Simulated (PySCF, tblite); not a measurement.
# C8H13NO: infrared bands and NMR shifts

What infrared bands and NMR shifts should C8H13NO (`CC=C=CCN(C)C(C)=O`) show?

Programs: tblite 0.8.0 and PySCF 2.14.0, with density-fitted response routines of our own. Each step states its level of theory. These are calculated values for one molecule in the gas phase, unless marked as measured. Atoms count from 0, in the outputs and in this text.

## (1) Starting geometry

23 atoms, charge 0, multiplicity 1; geometry from: GFN2-xTB.

Bonds of the start (Å): C0–C1 1.50, C1–C2 1.30, C2–C3 1.30, C3–C4 1.51, C4–N5 1.45, N5–C6 1.44, N5–C7 1.36, C7–C8 1.51, C7–O9 1.22, C0–H10 1.09, C0–H11 1.09, C0–H12 1.09, C1–H13 1.08, C3–H14 1.08, C4–H15 1.09, C4–H16 1.09, C6–H17 1.09, C6–H18 1.09, C6–H19 1.09, C8–H20 1.09, C8–H21 1.09, C8–H22 1.09.

## (2) Infrared spectrum with GFN2-xTB

The job: settings as JSON, then the geometry in Å.

```
{"job": {"kind": "ir", "xc": "GFN2-xTB", "basis": "xTB"}, "charge": 0, "multiplicity": 1}
C      3.704124    -0.088197     0.937518
C      3.205115    -0.413693    -0.438705
C      1.971820    -0.697872    -0.723181
C      0.733994    -0.953802    -1.017022
C     -0.272882     0.103686    -1.386159
N     -1.278701     0.250176    -0.347354
C     -0.838719     0.790475     0.915191
C     -2.557521    -0.119820    -0.604311
C     -3.538366     0.080101     0.529661
O     -2.894714    -0.575149    -1.680874
H      4.465494    -0.807131     1.238587
H      4.158490     0.902381     0.945014
H      2.893661    -0.112260     1.662041
H      3.952677    -0.415939    -1.222691
H      0.353789    -1.966184    -0.978715
H     -0.806802    -0.189876    -2.293658
H      0.225979     1.064638    -1.548006
H     -1.086682     0.124107     1.744090
H      0.243364     0.902919     0.882669
H     -1.286448     1.769733     1.107679
H     -3.575922     1.126672     0.822916
H     -4.521264    -0.232238     0.188774
H     -3.255239    -0.515741     1.394488
```

**Question.** This job is followed by: GIAO PBE0/pcSseg-1 NMR shielding, non-relativistic, gas phase. Predict these results of the whole session: strongest single infrared mode (GFN2-xTB); zero-point energy (GFN2-xTB); 13C shifts against TMS (PBE0/pcSseg-1); 1H shifts against TMS (PBE0/pcSseg-1, means over atoms taken as alike); 15N shifts against NH3 (PBE0/pcSseg-1); 17O shifts against H2O (PBE0/pcSseg-1).

**Answer**, as computed:

```
                                                              quantity                                                 value
                             strongest single infrared mode (GFN2-xTB)                                 1723 cm⁻¹, 602 km/mol
                                          zero-point energy (GFN2-xTB)                                        120.0 kcal/mol
                                13C shifts against TMS (PBE0/pcSseg-1)  219.1, 170.9, 93.8, 91.9, 49.6, 34.7, 23.7, 18.8 ppm
1H shifts against TMS (PBE0/pcSseg-1, means over atoms taken as alike)                5.41, 5.18, 4.15, 2.97, 2.00, 1.86 ppm
                                15N shifts against NH3 (PBE0/pcSseg-1)                                             126.2 ppm
                                17O shifts against H2O (PBE0/pcSseg-1)                                             428.7 ppm
```

**Reading.** All 63 modes are real, so the xTB geometry is a minimum. The strongest single mode, at 1723 cm⁻¹, moves mainly C7 and O9. GFN2-xTB is a fitted tight-binding method: band positions and strengths are rough. Its intensities can rank the bands wrongly. The most deshielded carbon is C2 (central carbon of an allene), at 219.1 ppm: the central sp carbon of an allene is among the most deshielded carbons of hydrocarbons. At PBE0/pcSseg-1: The largest span, 706 ppm, is at O9, where the paramagnetic term is -494 ppm.
